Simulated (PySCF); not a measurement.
# C9H8O: the cost of one run

Computed with PySCF 2.14.0 and routines of our own; the level stands in each step. Atoms count from 0.

### 1 The starting structure

18 atoms, charge 0, multiplicity 1; geometry from: GFN2-xTB.

### 2 Optimising the geometry at PBE0-D3(BJ)/def2-SVP

What the job is given:

```
{"job": {"xc": "PBE0", "basis": "def2-SVP", "d3": "d3bj", "grid": 2, "kind": "geom"}, "charge": 0, "multiplicity": 1}
C     -2.964436    -0.371014    -0.042586
O     -1.706557    -0.987043    -0.169247
C     -0.585051    -0.222049    -0.037980
C     -0.580999     1.182972     0.217846
C      0.578638     1.898639     0.340396
C      1.861595     1.303207     0.222053
C      1.848361    -0.026053    -0.020863
C      0.651612    -0.778891    -0.149280
C      1.494710    -2.005862    -0.379967
C      2.627466    -1.297396    -0.258343
H     -3.099427     0.074295     0.949034
H     -3.119710     0.394170    -0.810862
H     -3.694911    -1.167663    -0.178700
H     -1.521480     1.702652     0.319622
H      0.518248     2.959870     0.534189
H      2.756225     1.897115     0.324473
H      1.251157    -3.033597    -0.565969
H      3.675799    -1.517036    -0.305473
```

Command:

```sh
OMP_NUM_THREADS=1 python excited_run.py task.json out
```

The driver reads the jobs from task.json and runs them one after another.

Q: Estimate the wall time and peak memory of this first job on 1 thread of Arm Neoverse V2, shared host.

About 76 s, with a peak of 0.82 GiB.
